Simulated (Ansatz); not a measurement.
# La2Al7Cu (P4mm): the equilibrium volume

Aim: the volume at which the pressure of La2Al7Cu (P4mm) vanishes.

Computed with Ansatz 0.2.0 (DFT PBEsol, scalar-relativistic, plane waves, PAW, unless a step's input says otherwise).

## (1) The system as given

The structure is tetragonal, space group P4mm (No. 99). The conventional cell has a = 4.337 Å, b = 4.337 Å, c = 10.916 Å, α = 90.00°, β = 90.00°, γ = 90.00°. Around Al (site symmetry 2mm) lie 2 Cu at 2.49 Å and 2 Al at 2.68 Å. Around Al (site symmetry 2mm) lie 4 Al at 2.65 to 2.70 Å. Al (site symmetry 4mm) is surrounded by 5 Al at 2.56 to 2.65 Å. Around Al (site symmetry 4mm) lie 5 Al at 2.56 to 2.68 Å. Al (site symmetry 4mm) has 1 Cu at 2.43 Å and 4 Al at 2.70 Å as nearest neighbours. Cu (site symmetry 4mm) is surrounded by 5 Al at 2.43 to 2.49 Å. Around La (site symmetry 4mm) lie 12 Al at 3.25 to 3.44 Å and 4 Cu at 3.36 Å. La (site symmetry 4mm) is surrounded by 16 Al at 3.31 to 3.56 Å.

As a file:

```cif
data_structure
_symmetry_space_group_name_H-M 'P 1'
_symmetry_Int_Tables_number 1
_cell_length_a 4.3367
_cell_length_b 4.3367
_cell_length_c 10.9158
_cell_angle_alpha 90.000
_cell_angle_beta 90.000
_cell_angle_gamma 90.000
_cell_volume 205.29
loop_
_atom_site_label
_atom_site_type_symbol
_atom_site_fract_x
_atom_site_fract_y
_atom_site_fract_z
_atom_site_occupancy
Al1 Al 0.00000 0.50000 0.23709 1
Al2 Al 0.50000 0.00000 0.75455 1
Al3 Al 0.50000 0.00000 0.23709 1
Al4 Al 0.00000 0.50000 0.75455 1
Al5 Al 0.00000 0.00000 0.61515 1
Al6 Al 0.00000 0.00000 0.38071 1
Al7 Al 0.50000 0.50000 0.90192 1
Cu1 Cu 0.50000 0.50000 0.12435 1
La1 La 0.00000 0.00000 0.99920 1
La2 La 0.50000 0.50000 0.49538 1
```

## (2) The first run (PBEsol, 4×4×2 mesh)

File input.yaml:

```yaml
crystal:
  lattice:
    - [4.33669149, 0.0, 0.0]
    - [0.0, 4.33669149, 0.0]
    - [0.0, 0.0, 10.91582756]
  atoms:
    - { symbol: Al, position: [0.0, 0.5, 0.23708932] }
    - { symbol: Al, position: [0.5, 0.0, 0.75455254] }
    - { symbol: Al, position: [0.5, 0.0, 0.23708932] }
    - { symbol: Al, position: [0.0, 0.5, 0.75455254] }
    - { symbol: Al, position: [0.0, 0.0, 0.61515095] }
    - { symbol: Al, position: [0.0, 0.0, 0.38071431] }
    - { symbol: Al, position: [0.5, 0.5, 0.90191964] }
    - { symbol: Cu, position: [0.5, 0.5, 0.12435242] }
    - { symbol: La, position: [0.0, 0.0, 0.99919772] }
    - { symbol: La, position: [0.5, 0.5, 0.49537925] }
basis:
  ecutwfc: 420
kpoints:
  mp_grid: { grid: [4, 4, 2] }
hamiltonian:
  xc: pbesol
scf:
  occupations: { method: gaussian, width: 0.1 }
output:
  forces: true
  stress: true
  eigenvalues: true
```

The run is started by

```console
> ansatz run input.yaml --threads 8 --pin off --max-ram 14336MiB --backend cpu --events-out ev --progress --plain --runs-dir out
```

Standard output, cut to the lines that bear on the results:

```text
Warning: RAYON_NUM_THREADS=8 ignored (pool sized by the plan → 8); use --threads N
[...]
Pseudopotentials: kind: paw
Pseudopotential: Al, paw, valence charge 3, recommended cutoff 420 eV (normal), Al.paw.azcp
Pseudopotential: Cu, paw, valence charge 19, recommended cutoff 420 eV (normal), Cu.paw.azcp
Pseudopotential: La, paw, valence charge 11, recommended cutoff 420 eV (normal), La.paw.azcp
Functional definition: PBEsol
[...]
Crystal: 10 atoms, lattice volume = 205.293 Å³
Basis set: ecut = 420 eV, 3981 PW (Γ), exchange–correlation on 60×60×150 points (8 copies of the dense FFT grid, shifted against one another)
Bands: 41, of which v1, the nominal top of the filled ones, is band 31 counted from 1 (30 counted from 0)
Symmetry: 8 space group operations
Space group: P4mm (ITA 99), of the structure as read, at distance tolerance 5.9e-5 Å
k-points: 12 of 32
[...]
SCF iter   1: F=—  HF=-22587.247854 eV  |F-HF|=—  |Δ(HF+E_count)|=         —  Δρ=4.10e-3  dr2=7.85e-2  ethr=1.77e-3  ⟨swp⟩=7.3  Hψ=2386  notcnv=0
[...]
SCF iter   9: F=-22587.241185 eV  HF=-22587.241185 eV  |F-HF|=2.83e-8  |Δ(HF+E_count)|=   1.41e-8  Δρ=3.52e-6  dr2=2.59e-8  ethr=1.61e-10  ⟨swp⟩=12.5  Hψ=2078  notcnv=0
[...]
SCF converged after 9 iterations
Free energy (F): -22587.241185 eV
[...]
E sigma→0 (E₀):  -22587.232553 eV
Entropy (-TS):   -0.017264 eV (-1.726 meV/atom)
Fermi energy:    9.114193 eV
[...]
--- Forces (eV/Å), atoms counted from 1 ---
  atom   1  Al     0.00000000     0.00000000    -0.03471146
  atom   2  Al    -0.00000000     0.00000000     0.02098652
  atom   3  Al    -0.00000000     0.00000000    -0.03471146
  atom   4  Al     0.00000000     0.00000000     0.02098652
  atom   5  Al    -0.00000000     0.00000000    -0.04500478
  atom   6  Al     0.00000000     0.00000000     0.03983720
  atom   7  Al     0.00000000     0.00000000     0.05268327
  atom   8  Cu    -0.00000000     0.00000000    -0.04507883
[...]
--- Stress (GPa, compression-positive) ---
       -1.813015       0.000000      -0.000000
        0.000000      -1.813015       0.000000
       -0.000000       0.000000      -2.640826
  P = ⅓ Tr σ = -2.0890 GPa (-20.890 kbar)
--- Band table (eV; the first three rows and the last of 12) ---
[...]
```

Run time: 1.6 s. Hardware: 8 threads of Arm Neoverse V1, shared host; peak memory 0.68 GiB.

Read off: volume 20.529 Å³/atom, pressure -2.09 GPa, metallic.

(Part 1 of 2 ends here.)
